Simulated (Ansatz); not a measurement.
# ZnCd5S6: the cost of one run

Method: DFT PBE, scalar-relativistic, plane waves, PAW, in Ansatz 0.2.0.

1 further run of the same task is left out (set aside as unsound or not needed). Runs told in other sessions of the task aren't counted.

**1. The starting structure**

Symmetry: P-4m2, No. 115, tetragonal system. Conventional cell: a = 4.120 Å, b = 4.120 Å, c = 17.646 Å, α = 90.00°, β = 90.00°, γ = 90.00°. Zn (site symmetry -4m2) is surrounded by 4 S at 2.40 Å. Cd (site symmetry -4m2) has 4 S at 2.56 Å in its first shell of neighbours. Cd (site symmetry 2mm) has 4 S at 2.56 Å in its first shell of neighbours. S (site symmetry 2mm) has 4 Cd at 2.56 Å in its first shell of neighbours. Around S (site symmetry 2mm) lie 2 Zn at 2.40 Å and 2 Cd at 2.56 Å.

As a file:

```
CELL_PARAMETERS angstrom
4.12028 0.00000 0.00000
0.00000 4.12028 0.00000
0.00000 0.00000 17.64591
ATOMIC_POSITIONS crystal
Zn 0.50000 0.50000 0.50000
Cd 0.00000 0.00000 0.00000
Cd 0.50000 0.50000 0.17182
Cd 0.00000 0.00000 0.34368
Cd 0.00000 0.00000 0.65632
Cd 0.50000 0.50000 0.82818
S 0.50000 0.00000 0.25775
S 0.00000 0.50000 0.42989
S 0.50000 0.00000 0.57011
S 0.00000 0.50000 0.74225
S 0.50000 0.00000 0.91409
S 0.00000 0.50000 0.08591
```

It is the end of an earlier relaxation with the same method, from a generated guess; it is a trial structure. At a tolerance of 0.02 Å it has space group P-4m2 (No. 115); it has 24.96 Å³/atom, an uncorrected energy of -0.68 eV/atom over the elements.

**2. Electronic structure at the relaxed geometry**

File input.yaml:

```yaml
crystal:
  lattice:
    - [4.1202826208, 0.0, 0.0]
    - [0.0, 4.1202826208, 0.0]
    - [0.0, 0.0, 17.6459053208]
  atoms:
    - { symbol: Zn, position: [0.5, 0.5, 0.5] }
    - { symbol: Cd, position: [0.0, 0.0, 0.0] }
    - { symbol: Cd, position: [0.5, 0.5, 0.1718198605] }
    - { symbol: Cd, position: [0.0, 0.0, 0.3436828209] }
    - { symbol: Cd, position: [0.0, 0.0, 0.6563171791] }
    - { symbol: Cd, position: [0.5, 0.5, 0.8281801395] }
    - { symbol: S, position: [0.5, 0.0, 0.2577468233] }
    - { symbol: S, position: [0.0, 0.5, 0.4298930236] }
    - { symbol: S, position: [0.5, 0.0, 0.5701069764] }
    - { symbol: S, position: [0.0, 0.5, 0.7422531767] }
    - { symbol: S, position: [0.5, 0.0, 0.9140898248] }
    - { symbol: S, position: [0.0, 0.5, 0.0859101752] }
basis:
  ecutwfc: 420
kpoints:
  mp_grid: { grid: [8, 8, 2] }
  band_path:
    path:
      - [[0.0, 0.0, 0.0], [0.0, 0.5, 0.0], [0.5, 0.5, 0.0], [0.0, 0.0, 0.0], [0.0, 0.0, 0.5], [0.0, 0.5, 0.5], [0.5, 0.5, 0.5], [0.0, 0.0, 0.5]]
      - [[0.0, 0.5, 0.0], [0.0, 0.5, 0.5]]
      - [[0.5, 0.5, 0.0], [0.5, 0.5, 0.5]]
    npoints: 10
hamiltonian:
  xc: pbe
scf:
  occupations: { method: gaussian, width: 0.02 }
  n_extra_bands: 30
output:
  forces: true
  stress: true
  eigenvalues: true
  populations: true
  dos: { projected: true, de: 0.02, nscf_kmesh: { grid: [12, 12, 3] } }
  bader: false
```

Started as:

```bash
ansatz run input.yaml --threads 1 --pin off --max-ram 2560MiB --backend cpu --events-out ev --progress --plain --runs-dir out
```

Q: Estimate wall time and peak memory on 1 thread of Arm Neoverse V2, shared host.

About 9.7 min, with a peak of 1.7 GiB.
